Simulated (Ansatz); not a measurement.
# Be: the cost of one run

Program: Ansatz 0.2.0. Level of theory: DFT PBE, scalar-relativistic, plane waves, PAW. These are calculated values, not measurements.

## 1. The system as given

Symmetry: P6/mmm, No. 191, hexagonal system. The conventional cell has a = 2.854 Å, b = 2.854 Å, c = 14.000 Å, α = 90.00°, β = 90.00°, γ = 120.00°. Be (site symmetry -6m2) is surrounded by 3 Be at 1.65 Å.

As a file:

```
CELL_PARAMETERS angstrom
2.85394 0.00000 0.00000
-1.42697 2.47159 0.00000
0.00000 0.00000 14.00000
ATOMIC_POSITIONS crystal
Be 0.33333 0.66667 0.50000
Be 0.66667 0.33333 0.50000
```

The cell is invented: random sheet by layer group and Wyckoff sites. Lengths come from tabulated atomic sizes and are only a guess.

It is a sheet, periodic along a and b, with vacuum along c; volumes and pressures of the box carry no meaning, and space groups named for it are those of the box.

## 2. The guess as it stands, on a coarse mesh

input.yaml reads:

```yaml
crystal:
  lattice:
    - [2.853945, 0.0, 0.0]
    - [-1.426973, 2.471589, 0.0]
    - [0.0, 0.0, 14.0]
  atoms:
    - { symbol: Be, position: [0.33333333, 0.66666667, 0.5] }
    - { symbol: Be, position: [0.66666667, 0.33333333, 0.5] }
  periodic: [true, true, false]
basis:
  ecutwfc: 420
kpoints:
  mp_grid: { grid: [6, 6, 1] }
hamiltonian:
  xc: pbe
scf:
  occupations: { method: gaussian, width: 0.1 }
  lower_state_search: "off"
output:
  forces: true
  stress: true
  eigenvalues: true
```

Run with:

```
$ ansatz run input.yaml --threads 1 --pin off --max-ram 2560MiB --backend cpu --events-out ev --progress --plain --runs-dir out
```

What time and memory should one allow on 1 thread of Intel Xeon at 2.70GHz, shared host?

About 2.1 s, with a peak of 0.34 GiB.
